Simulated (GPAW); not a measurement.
Set up this calculation in GPAW 26.7.0, as an ASE script.

* Task: relaxation of cell and atoms
* Functional: PBEsol
* Dispersion: D3(BJ)
* Potentials or basis: PAW data sets generated in the run's folder for this functional
* Cutoff: 800 eV
* Basis: pw
* k mesh: 5 × 5 × 5
* Occupations: fermi-dirac, width 0.05 eV
* Spin: no spin polarisation
* Maxiter: 150
* Optimizer: BFGS
* Fmax: 0.02 eV/Å
* Max steps: 60
* Convergence: density=1e-05 forces=0.0001

The system is Mg3GaO4.

```xyz
8
Lattice="4.3635 0.0000 0.0000 0.0000 4.3635 0.0000 0.0000 0.0000 4.3635" Properties=species:S:1:pos:R:3 pbc="T T T"
Ga    0.0000    0.0000    0.0000
Mg    2.1817    2.1817    0.0000
Mg    2.1817    0.0000    2.1817
Mg    0.0000    2.1817    2.1817
O     0.0000    2.1817    0.0000
O     0.0000    0.0000    2.1817
O     2.1817    2.1817    2.1817
O     2.1817    0.0000    0.0000
```

The cell comes from a database or a generator and needn't be the stable form of this composition.

The input as run:

run.py

```python
from ase import Atoms
from ase.calculators.mixing import SumCalculator
from ase.filters import FrechetCellFilter
from ase.io import write
from ase.optimize import BFGS
from dftd3.ase import DFTD3
from gpaw import GPAW, PW, setup_paths

setup_paths.insert(0, '.')

atoms = Atoms(['Ga', 'Mg', 'Mg', 'Mg', 'O', 'O', 'O', 'O'],
              cell=[[4.363491, 0.0, 0.0],
                    [0.0, 4.363491, 0.0],
                    [0.0, 0.0, 4.363491]],
              scaled_positions=[[0.0, 0.0, 0.0],
                                [0.5, 0.5, 0.0],
                                [0.5, 0.0, 0.5],
                                [0.0, 0.5, 0.5],
                                [0.0, 0.5, 0.0],
                                [0.0, 0.0, 0.5],
                                [0.5, 0.5, 0.5],
                                [0.5, 0.0, 0.0]],
              pbc=True)

calc = GPAW(mode=PW(800),
            xc='PBEsol',
            kpts={'size': (5, 5, 5), 'gamma': True},
            occupations={'name': 'fermi-dirac', 'width': 0.05},
            nbands=48,
            convergence={'density': 1e-05, 'forces': 0.0001},
            maxiter=150,
            txt='gpaw.txt')
atoms.calc = SumCalculator([calc, DFTD3(method='pbesol', damping='d3bj')])
opt = BFGS(FrechetCellFilter(atoms), trajectory='relax.traj', logfile='-')
done = opt.run(fmax=0.02, steps=60)
calc.write('gs.gpw')
write('result.traj', atoms)
print('Converged:', done)
print('Cell:', atoms.cell.cellpar().round(4))
print('Volume:', round(atoms.get_volume(), 4))
print(atoms.get_scaled_positions().round(5))
```

Potentials or basis: PAW data sets generated in the run's folder for this functional, pw.

The run is started by

```sh
$ gpaw-setup -f PBEsol Ga Mg O
$ OMP_NUM_THREADS=1 python run.py
```

It gave:

- Relaxed volume: 9.87 Å³/atom
- Relaxed cell: a = 4.290 Å, b = 4.290 Å, c = 4.290 Å, α = 90.00°, β = 90.00°, γ = 90.00°
- Space group after relaxing (to 0.05 Å): Pm-3m (No. 221)
- Energy gained by relaxing: 12.5 meV/atom
- Ionic steps: 4
- Pressure after relaxing: 0.0 GPa
- Band gap on the k mesh: none (metal or under the smearing width)
- Dispersion energy per atom: -0.233 eV

Caveat: the data sets keep Ga 3d, Li 1s and Be 1s frozen, and some such compounds lay over 1.5 % in volume off other programs; later steps reuse the first step's grids; an odd number of electrons without spin polarisation forces a metal; a magnetic or distorted state may lie lower; pairwise dispersion overbinds metals, which lowers pressure and volume.

It took 120 s on 1 thread of Arm Neoverse V2, on a shared host, peak memory 0.28 GiB.
